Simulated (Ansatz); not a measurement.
# BH4InSSi: small, medium and large basis sets

An exercise on one series of results from a longer session: the logs are not shown, and one member is left open.

Computed with Ansatz 0.2.0, Gaussian basis. Level: one geometry, several basis sets.

The runs, in order: PBE0-D4/def2-SVP; ωB97M-V/def2-SVP; PBE0-D4/def2-QZVPP; ωB97M-V/def2-QZVPP; the functionals' def2-TZVPP values are taken from earlier runs.

## Structure used throughout

All runs share one geometry, relaxed beforehand with PBE0-D4 in a triple-zeta def2 set. In takes the def2 core potential; no spin-orbit term is included.

8 atoms, charge 0, spin multiplicity 1.

Atoms are counted from 1 here; the program's logs count them from 0.

Bond lengths: S1–B3 1.976 Å, S1–Si4 2.242 Å, S1–H5 1.359 Å, In2–B3 2.380 Å, B3–Si4 1.934 Å, B3–H6 1.199 Å, Si4–H7 1.488 Å, Si4–H8 1.494 Å. Angles: B3–S1–Si4 54.1°, B3–S1–H5 106.3°, Si4–S1–H5 94.0°, S1–B3–In2 113.9°, S1–B3–Si4 70.0°, S1–B3–H6 114.8°, In2–B3–Si4 115.3°, In2–B3–H6 113.2°, Si4–B3–H6 122.6°, S1–Si4–B3 55.9°, S1–Si4–H7 107.7°, S1–Si4–H8 105.0°, B3–Si4–H7 123.2°, B3–Si4–H8 128.5°, H7–Si4–H8 107.8°.

Set-up of the first run:

in.yaml

```yaml
crystal:
  periodic: [false, false, false]
  atoms:
    - {symbol: S, position_ang: [-0.809718, 0.510070, -1.119972]}
    - {symbol: In, position_ang: [2.715323, 1.277336, -0.511981]}
    - {symbol: B, position_ang: [0.525733, 0.821297, 0.302829]}
    - {symbol: Si, position_ang: [0.006489, -1.041766, 0.277234]}
    - {symbol: H, position_ang: [-2.026090, 0.550552, -0.516189]}
    - {symbol: H, position_ang: [0.175053, 1.577720, 1.164322]}
    - {symbol: H, position_ang: [0.700870, -2.070836, -0.543436]}
    - {symbol: H, position_ang: [-1.195560, -1.681374, 0.891393]}
basis:
  gaussian: {orbitals: def2-SVP}
hamiltonian: {xc: pbe0, dispersion: d4}
output: {orbitals: {seedname: orbitals}}
```

Command:

```sh
ansatz run in.yaml --threads 2 --pin off --events-out ev --progress --plain --max-ram 4352MiB
```

Steps of the session up to this table: PBE0-D4 in def2-SVP; ωB97M-V in def2-SVP; PBE0-D4 in def2-QZVPP; ωB97M-V in def2-QZVPP.

One table of the session follows, with a row left open; its other results are not shown here.

It belongs to the step «Functionals by basis». 

```
functional       basis  HOMO (eV)  LUMO (eV)
   PBE0-D4    def2-SVP      -4.75      -1.58
   PBE0-D4  def2-TZVPP      -4.83      -1.67
   PBE0-D4  def2-QZVPP          ?          ?
   ωB97M-V    def2-SVP      -6.56       0.02
   ωB97M-V  def2-TZVPP      -6.67      -0.18
   ωB97M-V  def2-QZVPP      -6.69      -0.24
```

**Question.** Estimate the row for PBE0-D4, def2-QZVPP.

The run gave: HOMO (eV): -4.87; LUMO (eV): -1.70. In the column «HOMO (eV)» it lies between ωB97M-V, def2-SVP (-6.56) and PBE0-D4, def2-TZVPP (-4.83).
